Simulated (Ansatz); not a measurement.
# FGeH6NO: the cost of one run

Method: RKS PBE0/def2-SVP, in Ansatz 0.2.0.

**1. The structure to begin with**

Bond lengths: Ge1–F2 2.030 Å, Ge1–H3 1.550 Å, Ge1–H4 1.549 Å, Ge1–O5 1.769 Å, O5–H6 1.010 Å, Ge1–N7 2.210 Å, N7–H8 1.060 Å, N7–H9 1.060 Å. Angles: F2–Ge1–H3 109.5°, F2–Ge1–H4 109.5°, F2–Ge1–O5 109.5°, F2–Ge1–N7 71.6°, H3–Ge1–H4 109.5°, H3–Ge1–O5 109.5°, H3–Ge1–N7 75.8°, H4–Ge1–O5 109.5°, H4–Ge1–N7 173.4°, O5–Ge1–N7 64.4°, Ge1–O5–H6 109.5°, Ge1–N7–H8 120.0°, Ge1–N7–H9 120.0°, H8–N7–H9 120.0°.

Coordinates:

```xyz
10

Ge    0.0000    0.0000    0.0000
F     0.0000    0.0000    2.0300
H     1.4616    0.0000   -0.5162
H    -0.7300    1.2648   -0.5162
O    -0.8337   -1.4443   -0.5894
H    -1.2883   -1.9100    0.1830
N     0.8223   -1.9293    0.6969
H     0.2865   -2.8274    0.5237
H     1.7526   -1.9566    1.2043
H     0.4824   -1.1317    1.7808
```

**2. Pulling towards end A**

Springs on the bonds that form and break draw the guess towards this end; the thresholds are loose.

The input, input.yaml:

```yaml
crystal:
  periodic: [false, false, false]
  atoms:
    - { symbol: Ge, position_ang: [0.0, 0.0, 0.0] }
    - { symbol: F, position_ang: [0.0, 0.0, 2.03] }
    - { symbol: H, position_ang: [1.4616, 0.0, -0.5162] }
    - { symbol: H, position_ang: [-0.73, 1.2648, -0.5162] }
    - { symbol: O, position_ang: [-0.8337, -1.4443, -0.5894] }
    - { symbol: H, position_ang: [-1.2883, -1.91, 0.183] }
    - { symbol: "N", position_ang: [0.8223, -1.9293, 0.6969] }
    - { symbol: H, position_ang: [0.2865, -2.8274, 0.5237] }
    - { symbol: H, position_ang: [1.7526, -1.9566, 1.2043] }
    - { symbol: H, position_ang: [0.4824, -1.1317, 1.7808] }
basis:
  gaussian: { orbitals: def2-SVP }
hamiltonian:
  xc: pbe0
relax:
  f_tol: 0.15
  max_steps: 25
  restrain:
    - { distance: [0, 6], at: 3.11, k: 30.0 }
    - { distance: [9, 1], at: 2.12, k: 30.0 }
    - { distance: [0, 1], at: 1.68, k: 30.0 }
    - { distance: [9, 6], at: 1.06, k: 30.0 }
```

Command:

```console
$ ansatz run input.yaml --threads 2 --pin off --max-ram 3072MiB --backend cpu --events-out ev --progress --plain --runs-dir out
```

**Question.** How long does this run take on 2 threads of Arm Neoverse V2, shared host, and how much memory does it need?

About 41 s, with a peak of 0.23 GiB.
